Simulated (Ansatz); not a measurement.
# C3H6Se: the cost of one run

Method: RKS BLYP/def2-mTZVP, in Ansatz 0.2.0.

## 1. Starting point

Bond lengths: C1–C2 1.475 Å, C2–C3 1.446 Å, C2–Se4 1.929 Å, C3–Se4 1.885 Å, C1–H5 1.174 Å, C1–H6 1.102 Å, C1–H7 1.132 Å, C2–H8 1.141 Å, C3–H9 1.165 Å, C3–H10 1.128 Å. Angles (14 of 19 angles, heavy atoms first): C1–C2–C3 113.6°, C1–C2–Se4 115.2°, C3–C2–Se4 66.1°, C2–C3–Se4 69.3°, C2–Se4–C3 44.5°, C1–C2–H8 119.5°, C3–C2–H8 115.0°, Se4–C2–H8 116.1°, C2–C1–H5 108.3°, C2–C1–H6 116.3°, C2–C1–H7 111.9°, C2–C3–H9 117.4°, C2–C3–H10 115.6°, Se4–C3–H9 117.0°.

Coordinates:

```xyz
10

C    -0.7014    0.9258    0.1589
C     0.1067   -0.0593   -0.5835
C     0.8456   -0.9630    0.2705
Se   -0.5823   -1.8614   -0.5713
H    -1.5151    1.3575   -0.5687
H    -1.2650    0.5428    1.0251
H    -0.0839    1.8139    0.4918
H     0.6522    0.2620   -1.5323
H     0.7635   -0.7998    1.4213
H     1.8628   -1.2697   -0.1088
```

## 2. Relaxing end A

input.yaml reads:

```yaml
crystal:
  periodic: [false, false, false]
  atoms:
    - { symbol: C, position_ang: [-0.7014, 0.9258, 0.1589] }
    - { symbol: C, position_ang: [0.1067, -0.0593, -0.5835] }
    - { symbol: C, position_ang: [0.8456, -0.963, 0.2705] }
    - { symbol: Se, position_ang: [-0.5823, -1.8614, -0.5713] }
    - { symbol: H, position_ang: [-1.5151, 1.3575, -0.5687] }
    - { symbol: H, position_ang: [-1.265, 0.5428, 1.0251] }
    - { symbol: H, position_ang: [-0.0839, 1.8139, 0.4918] }
    - { symbol: H, position_ang: [0.6522, 0.262, -1.5323] }
    - { symbol: H, position_ang: [0.7635, -0.7998, 1.4213] }
    - { symbol: H, position_ang: [1.8628, -1.2697, -0.1088] }
basis:
  gaussian: { orbitals: def2-mTZVP }
hamiltonian:
  xc: blyp
relax:
  f_tol: 0.02
  max_steps: 50
```

Launch:

```console
$ ansatz run input.yaml --threads 2 --pin off --max-ram 3072MiB --backend cpu --events-out ev --progress --plain --runs-dir out
```

Q: Estimate wall time and peak memory on 2 threads of INTEL XEON PLATINUM 8581C at 2.30GHz (Emerald Rapids), shared host.

About 8.7 s, with a peak of 0.23 GiB.
